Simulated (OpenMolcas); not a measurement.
# Rh⁵⁺ among point charges: CASSCF and CASPT2 levels and susceptibility

How does a field of 2 point charges split the states of Rh⁵⁺, and what χT follows?

Method: state-averaged CASSCF and CASPT2, spin-orbit coupling by RASSI with atomic mean-field integrals. Code: OpenMolcas 26.06.

## 1. Starting point

```
Species                           : Rh⁵⁺ (rhodium, Z = 45, 40 electrons)
Basis                             : ANO-RCC-VDZP [6s5p3d1f], 43 functions
Scalar Hamiltonian                : DKH2, point nucleus
Inactive shells                   : 1s 2s 2p 3s 3p 3d 4s 4p
Active space                      : 4 electrons in 5 orbitals (4d)
Some configurations of this space : 4d4
Orbitals                          : optimised for each spin and parity, averaged over all roots
```

The outer shells:

4d4
```
4d [↑ ][↑ ][↑ ][↑ ][  ]
```

The ion sits among 2 point charges of -1 e arranged as a linear pair (D∞h), 1.85 Å from the ion.

Each step is its own input file, run in one work folder so that later steps find the files of earlier ones. Labels, J, g values, rates, χT and fits are worked out afterwards by a script from the matrices that RASSI stores. The input lists half of the charges; inversion (Group=XYZ) makes the rest.

## 2. Basis and integrals

a.inp

```
&GATEWAY
Coord
1

Rh 0.0 0.0 0.0
Basis=ANO-RCC-VDZP
Group=XYZ
NoMove
AngMom=0.0 0.0 0.0
AMFI
XField
1 Angstrom 0
0.000000 0.000000 1.850000 -1.000000
&SEWARD
```

Command:

```
> OMP_NUM_THREADS=1 MOLCAS_MEM=1689 MOLCAS_PROJECT=a pymolcas a.inp > a.log
```

## 3. Reference wave functions, quintets of even parity, 5 roots

a.inp

```
&RASSCF
FileOrb=start.orb
Symmetry=1
Spin=5
nActEl=4 0 0
Inactive=9 9
Ras2=5 0
CIRoot=5 5 1
SDav=5
CIMx=300
Iter=120 100
PrWF=0.3
OrbListing=Nothing
MaxOrb=0
>>> COPY $Project.JobIph JOB001
```

start.orb holds the contracted functions of the basis, ordered by shell, or the orbitals of the step before.

## 4. CASSCF: triplets of even parity, 45 roots

a.inp

```
&RASSCF
FileOrb=start.orb
Symmetry=1
Spin=3
nActEl=4 0 0
Inactive=9 9
Ras2=5 0
CIRoot=45 45 1
SDav=45
CIMx=300
Iter=120 100
PrWF=0.3
OrbListing=Nothing
MaxOrb=0
>>> COPY $Project.JobIph JOB002
```

## 5. CASSCF: singlets of even parity, 50 roots

a.inp

```
&RASSCF
FileOrb=start.orb
Symmetry=1
Spin=1
nActEl=4 0 0
Inactive=9 9
Ras2=5 0
CIRoot=50 50 1
SDav=50
CIMx=300
Iter=120 100
PrWF=0.3
OrbListing=Nothing
MaxOrb=0
>>> COPY $Project.JobIph JOB003
```

## 6. State interaction with spin-orbit coupling

a.inp

```
&RASSI
NrOfJobIphs=3 5 45 50
1 2 3 4 5
1 2 3 4 5 6 7 8 9 10 11 12 13 14 15 16 17 18 19 20 21 22 23 24 25 26 27
28 29 30 31 32 33 34 35 36 37 38 39 40 41 42 43 44 45
1 2 3 4 5 6 7 8 9 10 11 12 13 14 15 16 17 18 19 20 21 22 23 24 25 26 27
28 29 30 31 32 33 34 35 36 37 38 39 40 41 42 43 44 45 46 47 48 49 50
IphNames
JOB001
JOB002
JOB003
EJob
SpinOrbit
DIPRint=1.0
SOCoupling=1000.0
Subsets=2
Property=9
'ANGMOM' 1 'ANGMOM' 2 'ANGMOM' 3 'MLTPL  1' 1 'MLTPL  1' 2 'MLTPL  1' 3
'AMFI' 1 'AMFI' 2 'AMFI' 3
SOProperty=3
'ANGMOM' 1 'ANGMOM' 2 'ANGMOM' 3
```

## 7. CASPT2: IPEA 0.25, imaginary shift 0.1 (closed shells correlated: 4s 4p)

a.inp

```
>>> COPY JOB001 $Project.JobIph
&CASPT2
Multistate=5 1 2 3 4 5
NoMult
Frozen=8 6
IPEA=0.25
Imaginary=0.1
MaxIter=60
WThr=0.0 0.3 0.05
PrWF=0.5
NoMix
>>> COPY JOB002 $Project.JobIph
&CASPT2
Multistate=45 1 2 3 4 5 6 7 8 9 10 11 12 13 14 15 16 17 18 19 20 21 22
23 24 25 26 27 28 29 30 31 32 33 34 35 36 37 38 39 40 41 42 43 44 45
NoMult
Frozen=8 6
IPEA=0.25
Imaginary=0.1
MaxIter=60
WThr=0.0 0.3 0.05
PrWF=0.5
NoMix
>>> COPY JOB003 $Project.JobIph
&CASPT2
Multistate=50 1 2 3 4 5 6 7 8 9 10 11 12 13 14 15 16 17 18 19 20 21 22
23 24 25 26 27 28 29 30 31 32 33 34 35 36 37 38 39 40 41 42 43 44 45 46
47 48 49 50
NoMult
Frozen=8 6
IPEA=0.25
Imaginary=0.1
MaxIter=60
WThr=0.0 0.3 0.05
PrWF=0.5
NoMix
```

(Steps that only read results are left out.)

Before running it: what results should come out? Wanted: spin-free ground state; first state of the same spin within the active space; lowest level; next level.

The runs gave:

| quantity | value |
| --- | --- |
| method | SS-CASPT2, IPEA 0.25, imaginary shift 0.1 (closed shells correlated: 4s 4p) |
| spin-free ground state | 5Sigma, 1-fold in its orbital part |
| first state of the same spin within the active space | 5Pi at 4300 cm⁻¹ |
| lowest level | 1-fold |
| next level | 218.5 cm⁻¹ |
| χT at 300 K | 1.54 cm³ K/mol |
| effective moment at 300 K | 3.50 μB |

Cost by method:

```csv
method,time of its own steps,time with the reference
A. CASSCF,35 s,35 s
"B. SS-CASPT2, IPEA 0.25, imaginary shift 0.1, +4s 4p",8.3 s,43 s
```

Times are of one thread on a shared host.

In words: The spin-free ground state (5Sigma) comes to 100 % from free-ion D terms and keeps the highest spin of the shell. χT at 300 K is 1.54, against 3.01 cm³ K/mol for the spin alone, so spin-orbit coupling lowers it. An active space of the d shell alone favours high spin; real ions in strong fields can be low spin. CASPT2 does not keep the components of a term degenerate, and the means are used. The field of point charges can differ much from that of real complexes. With metal d orbitals alone active, the gaps between spin states are rough; where two lie within a few thousand cm-1, their order is open. Point charges carry no covalency, so the field is a model and not that of real ligands.
